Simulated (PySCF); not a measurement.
# PbI⁻ (triplet) at other levels of theory

What do other methods print for PbI⁻ (triplet)?

Method: method and basis as typed in the scripts; program: PySCF 2.14.0.

6 further runs of the same task are left out: 2 for a known fault of the program, 4 that didn't finish.

## Step 1: Starting geometry

PbI⁻ (triplet): 2 atoms, charge -1, spin multiplicity 3.

Bond lengths: Pb1–I2 2.805 Å.

## Step 2: Base script

The input, input.py:

```python
from pyscf import gto, scf

mol = gto.M(
    atom='Pb 0 0 0; I 0 0 2.805',
    basis='def2-svp',
    ecp={'Pb': 'def2-svp', 'I': 'def2-svp'},
    charge=-1,
    spin=2,
    verbose=4,
)
mf = scf.UHF(mol)
mf.kernel()
mf.stability(internal=True, external=True)
mf.dip_moment()
print('orbital energies (hartree):', [e[max(0, n-3):n+3].round(4) for e, n in zip(mf.mo_energy, mol.nelec)])
```

Run with:

```console
> python input.py
```

## Step 3: TDA

Edit 1 changes step after the SCF: stability → tda; number of roots: none → 6.

input.py, as its differences from that of step 2:

```diff
@@ -1,2 +1,2 @@
-from pyscf import gto, scf
+from pyscf import gto, scf, tdscf
 
@@ -12,3 +12,6 @@
 mf.kernel()
-mf.stability(internal=True, external=True)
+td = tdscf.TDA(mf)
+td.nstates = 6
+td.kernel()
+td.analyze(verbose=3)
 mf.dip_moment()
```

## Step 4: Population analysis

Edit 2 changes step after the SCF: stability → analyze.

input.py, as its differences from that of step 2:

```diff
@@ -12,3 +12,3 @@
 mf.kernel()
-mf.stability(internal=True, external=True)
+mf.mulliken_pop()
 mf.dip_moment()
```

## Step 5: Bhandhlyp (UKS)

Edit 3 changes functional: none (Hartree–Fock) → bhandhlyp; SCF type: UHF → UKS; step after the SCF: stability → analyze.

input.py, as its differences from that of step 2:

```diff
@@ -1,2 +1,2 @@
-from pyscf import gto, scf
+from pyscf import gto, dft
 
@@ -10,5 +10,5 @@
 )
-mf = scf.UHF(mol)
+mf = dft.UKS(mol, xc='bhandhlyp')
 mf.kernel()
-mf.stability(internal=True, external=True)
+mf.mulliken_pop()
 mf.dip_moment()
```

## Step 6: Tpss (UKS)

Edit 4 changes functional: none (Hartree–Fock) → tpss; SCF type: UHF → UKS; step after the SCF: stability → analyze.

input.py, as its differences from that of step 2:

```diff
@@ -1,2 +1,2 @@
-from pyscf import gto, scf
+from pyscf import gto, dft
 
@@ -10,5 +10,5 @@
 )
-mf = scf.UHF(mol)
+mf = dft.UKS(mol, xc='tpss')
 mf.kernel()
-mf.stability(internal=True, external=True)
+mf.mulliken_pop()
 mf.dip_moment()
```

Before running it: what results should come out? Wanted: for each run, E(SCF); from base; gap, α spin; after the SCF.

The runs gave:

```tsv
run	E(SCF) (hartree)	from base (eV)	cycles	gap, α spin (eV)	after the SCF
base	-488.584146	0	13	7.95	stable
TDA	-488.584146	0.0000	13	7.95	lowest root found 2.28 eV
population analysis	-488.584146	0.0000	13	7.95	n/a
bhandhlyp (UKS)	-490.492219	not comparable	12	4.76	n/a
tpss (UKS)	-490.488774	not comparable	12	1.95	n/a
```

What this shows: The α-spin gap between the frontier levels is 2.0 eV with tpss (0 % exact exchange) and 4.8 eV with bhandhlyp (50 %): exact exchange opens it. Total energies of different functionals can't be compared with each other; differences within one functional can.
